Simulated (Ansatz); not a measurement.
# AlBrH₂S₂: up Jacob's ladder to CCSD(T)

Aim: compute AlBrH₂S₂ with functionals from several rungs and with coupled cluster, and see how far each lands from CCSD(T) at the basis-set limit for the atomisation energy.

The runs use Ansatz 0.2.0, Gaussian basis; functionals in def2-TZVPP, the program's frozen cores in correlated methods.

Levels to be run: LDA (SPW92), PBE-D4, revPBE-D4, BLYP-D4, r2SCAN-D4, B97M-V, PBE0-D4, B3LYP-D4, r2SCANh-D4, r2SCAN0-D4, HSE06-D4, BHLYP-D4, CAM-B3LYP-D4, LC-ωPBE, ωB97X-V, ωB97M-V, B2PLYP, PBE-QIDH; CCSD(T)/def2-SVP; CCSD(T)/def2-TZVPP; MP2/def2-QZVPP; extrapolation to the limit; RPA on PBE.

**1. Structure used throughout**

The geometry comes from an earlier relaxation with PBE0-D4 in a triple-zeta def2 set; it is a stationary point.

6 atoms, charge 0, spin multiplicity 1.

Atoms are counted from 1 here; the program's logs count them from 0.

Bond lengths: S1–Al2 2.170 Å, S1–H5 1.345 Å, Al2–S3 2.170 Å, Al2–Br4 2.242 Å, S3–H6 1.345 Å. Angles: Al2–S1–H5 93.5°, S1–Al2–S3 125.0°, S1–Al2–Br4 117.5°, S3–Al2–Br4 117.5°, Al2–S3–H6 93.5°.

Geometry (Å):

```xyz
6
charge 0, multiplicity 1
S    -0.44634    1.32175   -1.35368
Al    0.03145   -0.57910   -0.42256
S     0.43970   -0.86167    1.68979
Br    0.10926   -2.38864   -1.74343
H    -0.37486    2.00181   -0.19605
H     0.28290    0.44175    1.97994
```

**2. LDA**

This LDA is Slater exchange with PW92 correlation.

The input, in.yaml:

```yaml
crystal:
  periodic: [false, false, false]
  atoms:
    - {symbol: S, position_ang: [-0.446345, 1.321751, -1.353680]}
    - {symbol: Al, position_ang: [0.031451, -0.579098, -0.422563]}
    - {symbol: S, position_ang: [0.439701, -0.861673, 1.689790]}
    - {symbol: Br, position_ang: [0.109260, -2.388641, -1.743432]}
    - {symbol: H, position_ang: [-0.374863, 2.001808, -0.196052]}
    - {symbol: H, position_ang: [0.282896, 0.441754, 1.979936]}
basis:
  gaussian: {orbitals: def2-TZVPP}
hamiltonian: {xc: lda}
output: {orbitals: {seedname: orbitals}}
```

After this run come: PBE-D4 (GGA); revPBE-D4 (GGA); BLYP-D4 (GGA); r2SCAN-D4 (meta-GGA); B97M-V (meta-GGA); PBE0-D4 (hybrid); B3LYP-D4 (hybrid); r2SCANh-D4 (hybrid); r2SCAN0-D4 (hybrid); HSE06-D4 (hybrid); BHLYP-D4 (hybrid); CAM-B3LYP-D4 (range-separated); LC-ωPBE-D4 (range-separated); ωB97X-V (range-separated); ωB97M-V (range-separated); B2PLYP (double hybrid); PBE-QIDH (double hybrid); CCSD(T) in def2-SVP; CCSD(T) in def2-TZVPP; MP2 in def2-QZVPP; RPA on PBE orbitals.

Before running them: what should the planned runs give, taken together? Wanted: atomisation energy, CCSD(T)/CBS; farthest beyond LDA; mean size of error, GGA; mean size of error, meta-GGA; mean size of error, hybrid; mean size of error, range-separated; mean size of error, double hybrid; gap, smallest and largest; T1 diagnostic.

The runs gave:

| quantity | value |
| --- | --- |
| atomisation energy, CCSD(T)/CBS | 1803.9 kJ/mol |
| functionals within 18.0 kJ/mol (1.0 %) | PBE-D4, r2SCAN-D4, B97M-V, r2SCANh-D4, ωB97X-V, ωB97M-V |
| farthest beyond LDA | BHLYP-D4 (-78.4 kJ/mol) |
| mean size of error, GGA | 36.4 kJ/mol |
| mean size of error, meta-GGA | 14.0 kJ/mol |
| mean size of error, hybrid | 31.3 kJ/mol |
| mean size of error, range-separated | 26.9 kJ/mol |
| mean size of error, double hybrid | 41.0 kJ/mol |
| gap, smallest and largest | 4.86 eV (LDA (SPW92)), 11.80 eV (LC-ωPBE) |
| T1 diagnostic | 0.0092 |
| triples share of the correlation energy | 4.1 % |

In words: The LDA atomisation energy is off by 223.6 kJ/mol (12 %): it overbinds. PBE-D4 misses by -2.6 kJ/mol. Double hybrids carry the basis error of their MP2 part in triple zeta, and no dispersion term here, so their miss is partly the set-up's. Taken by rung, meta-GGA functionals do best (14.0 kJ/mol on average) and double hybrid ones worst beyond LDA (41.0 kJ/mol). Misses under about 18.0 kJ/mol are within the doubt on the reference itself, which lacks core-valence correlation, relativity and higher excitations, and its outer-core shells are covered unevenly. All levels share the lack of spin-orbit coupling, which lowers the free heavy atoms and so the true binding. Hartree-Fock recovers 72 % of the binding; the rest is correlation. CCSD(T) in def2-SVP is off by -168.4 kJ/mol, which most functionals beat. Orbital gaps span 4.9 to 11.8 eV; exact exchange widens them. Correlated methods include outer-core shells of Br, which these sets cover unevenly.
